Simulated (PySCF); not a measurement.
# C2H6O2S2W (WS2(OMe)2): the cost of one run

Programs: PySCF 2.14.0, with routines of our own; each step states its level. All values are computed. Atoms count from 0.

### Step 1. The starting structure

13 atoms, charge 0, multiplicity 1; geometry from: GFN2-xTB.

### Step 2. Relaxing the molecule at PBE0-D3(BJ)/def2-SVP

The job: settings as JSON, then the geometry in Å.

```
{"job": {"xc": "PBE0", "basis": "def2-SVP", "d3": "d3bj", "grid": 1, "maxiter": 30, "shake": 0.03, "kind": "geom"}, "charge": 0, "multiplicity": 1}
W      0.573250    -0.082630     0.381740
S      0.598680     0.033380     2.550090
S      2.548410    -0.111540    -0.284640
O     -0.028560     1.601670    -0.173530
C     -0.309740     2.947300    -0.377990
H     -0.441250     3.462760     0.627300
H     -1.157590     3.155290    -0.965420
H      0.635790     3.396890    -0.856950
O     -0.244480    -1.567010    -0.025260
C     -0.477160    -2.962010    -0.173790
H      0.390020    -3.437500    -0.625410
H     -1.326450    -3.138700    -0.820000
H     -0.730280    -3.350010     0.766070
```

Run with:

```bash
> OMP_NUM_THREADS=1 python heavy_run.py task.json out
```

The driver reads the jobs from task.json and runs them one after another.

Q: Estimate the wall time and peak memory of this first job on 1 thread of Arm Neoverse V1, shared host.

About 2.8 min, with a peak of 0.6 GiB.
